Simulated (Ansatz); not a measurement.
# BFH4OSi: the cost of one run

All numbers below are computed with Ansatz 0.2.0 (RHF/6-31G*).

## 1. The system as given

Bond lengths: O1–Si2 1.636 Å, Si2–B3 1.967 Å, B3–F4 1.318 Å, O1–H5 0.954 Å, Si2–H6 1.476 Å, Si2–H7 1.475 Å, B3–H8 1.179 Å. Angles: O1–Si2–B3 104.7°, O1–Si2–H6 108.4°, O1–Si2–H7 108.4°, B3–Si2–H6 115.6°, B3–Si2–H7 115.9°, H6–Si2–H7 103.6°, Si2–O1–H5 122.2°, Si2–B3–F4 119.5°, Si2–B3–H8 126.8°, F4–B3–H8 113.7°.

As a file:

```xyz
8

O     0.1980    1.6100   -0.2279
Si   -0.3057    0.0762   -0.4903
B     0.4501   -0.9594    1.0016
F     0.1823   -2.2462    1.0997
H    -0.0289    2.3269   -0.8149
H     0.1334   -0.3346   -1.8382
H    -1.7777    0.0806   -0.5904
H     1.1485   -0.5537    1.8605
```

## 2. Relaxing end A

Input file input.yaml:

```yaml
crystal:
  periodic: [false, false, false]
  atoms:
    - { symbol: O, position_ang: [0.198, 1.61004, -0.22791] }
    - { symbol: Si, position_ang: [-0.30569, 0.07624, -0.49034] }
    - { symbol: B, position_ang: [0.4501, -0.95938, 1.0016] }
    - { symbol: F, position_ang: [0.1823, -2.24617, 1.0997] }
    - { symbol: H, position_ang: [-0.02892, 2.32691, -0.81495] }
    - { symbol: H, position_ang: [0.13343, -0.33455, -1.83823] }
    - { symbol: H, position_ang: [-1.7777, 0.08061, -0.59042] }
    - { symbol: H, position_ang: [1.14848, -0.5537, 1.86055] }
basis:
  gaussian: { orbitals: "6-31G*" }
hamiltonian:
  xc: hf
relax:
  f_tol: 0.015
  max_steps: 40
```

Command:

```sh
> ansatz run input.yaml --threads 1 --pin off --max-ram 2048MiB --backend cpu --events-out ev --progress --plain --runs-dir out
```

What time and memory should one allow on 1 thread of Arm Neoverse V2, shared host?

About 9.5 s, with a peak of 0.14 GiB.
